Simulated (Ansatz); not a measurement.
# C₂H₇Ge radical: small, medium and large basis sets

One table from this session's results is given with a row withheld; the runs are named, their logs left out.

Computed with Ansatz 0.2.0, Gaussian basis. Level: one geometry, several basis sets.

Levels to be run: PBE0-D4/def2-SVP; ωB97M-V/def2-SVP; PBE0-D4/def2-QZVPP; ωB97M-V/def2-QZVPP; the functionals' def2-TZVPP values are taken from earlier runs.

## Structure used throughout

All runs share one geometry, relaxed beforehand with PBE0-D4 in a triple-zeta def2 set.

10 atoms, charge 0, spin multiplicity 2.

Atoms are counted from 1 here; the program's logs count them from 0.

Bond lengths: C1–Ge2 1.964 Å, C1–H4 1.094 Å, C1–H5 1.090 Å, C1–H6 1.091 Å, Ge2–C3 1.964 Å, Ge2–H7 1.553 Å, C3–H8 1.091 Å, C3–H9 1.094 Å, C3–H10 1.090 Å. Angles: Ge2–C1–H4 109.6°, Ge2–C1–H5 110.7°, Ge2–C1–H6 110.4°, H4–C1–H5 108.7°, H4–C1–H6 108.6°, H5–C1–H6 108.8°, C1–Ge2–C3 110.6°, C1–Ge2–H7 109.9°, C3–Ge2–H7 109.9°, Ge2–C3–H8 110.4°, Ge2–C3–H9 109.6°, Ge2–C3–H10 110.7°, H8–C3–H9 108.6°, H8–C3–H10 108.8°, H9–C3–H10 108.7°.

Set-up of the first run:

in.yaml reads:

```yaml
crystal:
  periodic: [false, false, false]
  atoms:
    - {symbol: C, position_ang: [-1.196461, 0.872859, -0.659740]}
    - {symbol: Ge, position_ang: [0.709689, 0.505296, -0.363257]}
    - {symbol: C, position_ang: [0.942211, -0.870243, 1.018878]}
    - {symbol: H, position_ang: [-1.703480, -0.044692, -0.971090]}
    - {symbol: H, position_ang: [-1.327332, 1.624873, -1.437967]}
    - {symbol: H, position_ang: [-1.660798, 1.232947, 0.259049]}
    - {symbol: H, position_ang: [1.371578, 0.041149, -1.688888]}
    - {symbol: H, position_ang: [0.502252, -0.539926, 1.960574]}
    - {symbol: H, position_ang: [0.445825, -1.793025, 0.705882]}
    - {symbol: H, position_ang: [1.999715, -1.080441, 1.179458]}
basis:
  gaussian: {orbitals: def2-SVP}
magnetization: {spin_polarized: true, initial_magnetization: 1}
hamiltonian: {xc: pbe0, dispersion: d4}
output: {orbitals: {seedname: orbitals}}
```

Run with:

```console
$ ansatz run in.yaml --threads 4 --pin off --events-out ev --progress --plain --max-ram 10444MiB
```

Among the steps run: PBE0-D4 in def2-SVP; ωB97M-V in def2-SVP; PBE0-D4 in def2-QZVPP; ωB97M-V in def2-QZVPP.

One of the session's tables, all rows but one given; the rest of the session is left out.

It belongs to the step «Density functionals: the series». 

```
functional       basis  HOMO (eV)  LUMO (eV)
   PBE0-D4    def2-SVP      -5.48      -2.01
   PBE0-D4  def2-TZVPP      -5.52      -2.05
   PBE0-D4  def2-QZVPP      -5.54      -2.11
   ωB97M-V    def2-SVP      -7.44      -0.18
   ωB97M-V  def2-TZVPP      -7.49      -0.28
   ωB97M-V  def2-QZVPP          ?          ?
```

Estimate the missing values for ωB97M-V, def2-QZVPP.

**Answer.** HOMO (eV): -7.51; LUMO (eV): -0.41. In the column «HOMO (eV)» it is the lowest.
